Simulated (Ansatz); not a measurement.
# TiAl: the cost of one run

Method: DFT PBE, scalar-relativistic, plane waves, PAW, in Ansatz 0.2.0.

**1. The system as given**

It takes space group P4/mmm (No. 123, tetragonal). The conventional cell has a = 2.837 Å, b = 2.837 Å, c = 4.059 Å, α = 90.00°, β = 90.00°, γ = 90.00°. Ti (site symmetry 4/mmm) has 4 Ti at 2.84 Å and 8 Al at 2.85 Å in its first shell of neighbours. Around Al (site symmetry 4/mmm) lie 4 Al at 2.84 Å and 8 Ti at 2.85 Å.

Structure file:

```cif
data_structure
_symmetry_space_group_name_H-M 'P 1'
_symmetry_Int_Tables_number 1
_cell_length_a 2.8373
_cell_length_b 2.8373
_cell_length_c 4.0591
_cell_angle_alpha 90.000
_cell_angle_beta 90.000
_cell_angle_gamma 90.000
_cell_volume 32.68
loop_
_atom_site_label
_atom_site_type_symbol
_atom_site_fract_x
_atom_site_fract_y
_atom_site_fract_z
_atom_site_occupancy
Ti1 Ti 0.00000 0.00000 0.00000 1
Al1 Al 0.50000 0.50000 0.50000 1
```

No relaxation comes first: the listed cell is the starting point.

**2. Zero of energy**

Reference values: F = -3037.9889 eV; pressure -0.70 GPa; largest force 0.000 eV/Å; gap on the mesh none (metal). It was computed beforehand with the settings of the runs below.

**3. Setting up a tetragonal deformation path**

At fixed volume and fractional coordinates, lengths along (0.000, 0.000, 1.000) are scaled against those across it; ρ is that ratio over its starting value.

**4. Point ρ = 0.850**

Input file input.yaml:

```yaml
crystal:
  lattice:
    - [2.9952445238, 0.0, 0.0]
    - [0.0, 2.9952445238, 0.0]
    - [0.0, 0.0, 3.6422998941]
  atoms:
    - { symbol: Ti, position: [0.0, 0.0, 0.0] }
    - { symbol: Al, position: [0.5, 0.5, 0.5] }
basis:
  ecutwfc: 420
kpoints:
  mp_grid: { grid: [18, 18, 14] }
hamiltonian:
  xc: pbe
scf:
  occupations: { method: gaussian, width: 0.15 }
output:
  forces: true
  stress: true
  eigenvalues: true
```

On the command line:

```sh
$ ansatz run input.yaml --threads 1 --pin off --max-ram 2560MiB --backend cpu --events-out ev --progress --plain --runs-dir out
```

**Question.** How long does this run take on 1 thread of Intel Xeon 6975P-C (Granite Rapids), shared host, and how much memory does it need?

About 4.5 s, with a peak of 0.47 GiB.
